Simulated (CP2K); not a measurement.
WF:

```
CELL_PARAMETERS angstrom
5.30927 0.00000 0.00000
4.60648 2.63983 0.00000
4.60648 1.22636 2.33768
ATOMIC_POSITIONS crystal
W 0.81412 0.81412 0.81412
F 0.93712 0.93712 0.93712
```

The cell was built by a generator and needn't be a form met in nature.

Base run:

```yaml
Program: CP2K 2026.2
Functional: vdW-DF-cx
Potentials_or_basis: POTENTIAL_UZH W GTH-PBE-q14, F GTH-PBE-q7; TZVP-MOLOPT-PBE-GTH basis
Density_cutoff: 14966 eV
k_mesh: 11 × 11 × 11
Occupations: fermi-dirac, width 0.05 eV
Spin: no spin polarisation
```

Its results: band gap on the k mesh none (metal or under the smearing width); pressure -4.1 GPa.

**Question.** The run is repeated on the same cell with these changes: functional from vdW-DF-cx to LDA. What comes out?

**Answer.** Band gap on the k mesh none (metal or under the smearing width); pressure -8.1 GPa.

Caveats: the potentials were made for another functional, which shifts forces and pressure; the basis of atomic orbitals isn't converged, which shifts pressures, moduli and gaps; an odd number of electrons without spin polarisation forces a metal; a magnetic or distorted state may lie lower.

Not every run made on this cell is shown here.
